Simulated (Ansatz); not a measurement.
# C₃H₈B₂S: up Jacob's ladder to CCSD(T)

How much do the methods differ for C₃H₈B₂S? The plan is to run it at one geometry with functionals of several rungs and with coupled cluster. The yardstick is the atomisation energy at the CCSD(T) limit.

Computed with Ansatz 0.2.0, Gaussian basis. Level: functionals in def2-TZVPP, the program's frozen cores in correlated methods.

Plan: LDA (SPW92), PBE-D4, revPBE-D4, BLYP-D4, r2SCAN-D4, B97M-V, PBE0-D4, B3LYP-D4, r2SCANh-D4, r2SCAN0-D4, HSE06-D4, BHLYP-D4, CAM-B3LYP-D4, LC-ωPBE, ωB97X-V, ωB97M-V, B2PLYP, PBE-QIDH; CCSD(T)/def2-SVP; CCSD(T)/def2-TZVPP; MP2/def2-QZVPP; extrapolation to the limit; RPA on PBE.

### Step 1. The geometry

An earlier PBE0-D4 in a triple-zeta def2 set relaxation fixed the geometry.

SMILES `C=CBB(C)S`, 14 atoms, charge 0, spin multiplicity 1.

Atoms are counted from 1 here; the program's logs count them from 0.

Bond lengths: C1–C2 1.339 Å, C1–H7 1.087 Å, C1–H8 1.086 Å, C2–B3 1.543 Å, C2–H9 1.089 Å, B3–B4 1.667 Å, B3–H10 1.206 Å, B4–C5 1.570 Å, B4–S6 1.796 Å, C5–H11 1.093 Å, C5–H12 1.096 Å, C5–H13 1.096 Å, S6–H14 1.345 Å. Angles: C2–C1–H7 122.8°, C2–C1–H8 120.6°, H7–C1–H8 116.5°, C1–C2–B3 121.1°, C1–C2–H9 117.4°, B3–C2–H9 121.5°, C2–B3–B4 124.9°, C2–B3–H10 115.7°, B4–B3–H10 119.4°, B3–B4–C5 125.9°, B3–B4–S6 117.8°, C5–B4–S6 116.3°, B4–C5–H11 114.9°, B4–C5–H12 109.8°, B4–C5–H13 109.7°, H11–C5–H12 108.3°, H11–C5–H13 108.3°, H12–C5–H13 105.4° and more.

### Step 2. LDA

This LDA is Slater exchange with PW92 correlation.

The input, in.yaml:

```yaml
crystal:
  periodic: [false, false, false]
  atoms:
    - {symbol: C, position_ang: [-1.517937, -2.377483, -0.036283]}
    - {symbol: C, position_ang: [-0.901292, -1.284531, 0.429763]}
    - {symbol: B, position_ang: [-0.309281, -0.232610, -0.532170]}
    - {symbol: B, position_ang: [0.482950, 1.155232, -0.057204]}
    - {symbol: C, position_ang: [2.034611, 1.312887, 0.126218]}
    - {symbol: S, position_ang: [-0.509214, 2.615952, 0.268915]}
    - {symbol: H, position_ang: [-1.930768, -3.144610, 0.614617]}
    - {symbol: H, position_ang: [-1.625960, -2.538523, -1.105100]}
    - {symbol: H, position_ang: [-0.824124, -1.175558, 1.510933]}
    - {symbol: H, position_ang: [-0.475768, -0.445703, -1.707090]}
    - {symbol: H, position_ang: [2.362594, 2.308802, 0.433048]}
    - {symbol: H, position_ang: [2.396723, 0.589396, 0.865344]}
    - {symbol: H, position_ang: [2.545317, 1.055628, -0.808427]}
    - {symbol: H, position_ang: [-1.740850, 2.131817, 0.026335]}
basis:
  gaussian: {orbitals: def2-TZVPP}
hamiltonian: {xc: lda}
output: {orbitals: {seedname: orbitals}}
```

Started as:

```console
$ ansatz run in.yaml --threads 4 --pin off --events-out ev --progress --plain --max-ram 10444MiB
```

After this run come: PBE-D4 (GGA); revPBE-D4 (GGA); BLYP-D4 (GGA); r2SCAN-D4 (meta-GGA); B97M-V (meta-GGA); PBE0-D4 (hybrid); B3LYP-D4 (hybrid); r2SCANh-D4 (hybrid); r2SCAN0-D4 (hybrid); HSE06-D4 (hybrid); BHLYP-D4 (hybrid); CAM-B3LYP-D4 (range-separated); LC-ωPBE (range-separated); ωB97X-V (range-separated); ωB97M-V (range-separated); B2PLYP (double hybrid); PBE-QIDH (double hybrid); CCSD(T) in def2-SVP; CCSD(T) in def2-TZVPP; MP2 in def2-QZVPP; RPA on PBE orbitals.

Q: Predict the results of all the runs planned. Wanted: atomisation energy, CCSD(T)/CBS; farthest beyond LDA; mean size of error, GGA; mean size of error, meta-GGA; mean size of error, hybrid; mean size of error, range-separated; mean size of error, double hybrid; gap, smallest and largest; T1 diagnostic.

The runs gave:

```
                               quantity                                      value
        atomisation energy, CCSD(T)/CBS                              5439.2 kJ/mol
 functionals within 27.2 kJ/mol (0.5 %)       BLYP-D4, r2SCAN0-D4, LC-ωPBE, B2PLYP
                    farthest beyond LDA                     PBE-D4 (+152.8 kJ/mol)
                mean size of error, GGA                                68.4 kJ/mol
           mean size of error, meta-GGA                                74.9 kJ/mol
             mean size of error, hybrid                                58.1 kJ/mol
    mean size of error, range-separated                                37.7 kJ/mol
      mean size of error, double hybrid                                23.8 kJ/mol
              gap, smallest and largest  3.18 eV (LDA (SPW92)), 10.57 eV (LC-ωPBE)
                          T1 diagnostic                                     0.0130
triples share of the correlation energy                                      4.3 %
```

The LDA atomisation energy is off by 763.2 kJ/mol (14 %): it overbinds. PBE-D4 misses by +152.8 kJ/mol. Double hybrids carry the basis error of their MP2 part in triple zeta, and no dispersion term here, so their miss is partly the set-up's. Taken by rung, double hybrid functionals do best (23.8 kJ/mol on average) and meta-GGA ones worst beyond LDA (74.9 kJ/mol). GGA functionals lie within the reference's doubt of that worst mean (68.4 kJ/mol), so those two tie. Misses under about 27.2 kJ/mol are within the doubt on the reference itself, which lacks core-valence correlation, relativity and higher excitations. Hartree-Fock recovers 77 % of the binding; the rest is correlation. CCSD(T) in def2-SVP is off by -207.7 kJ/mol, worse than the median functional, from the basis alone. Orbital gaps span 3.2 to 10.6 eV; exact exchange widens them.
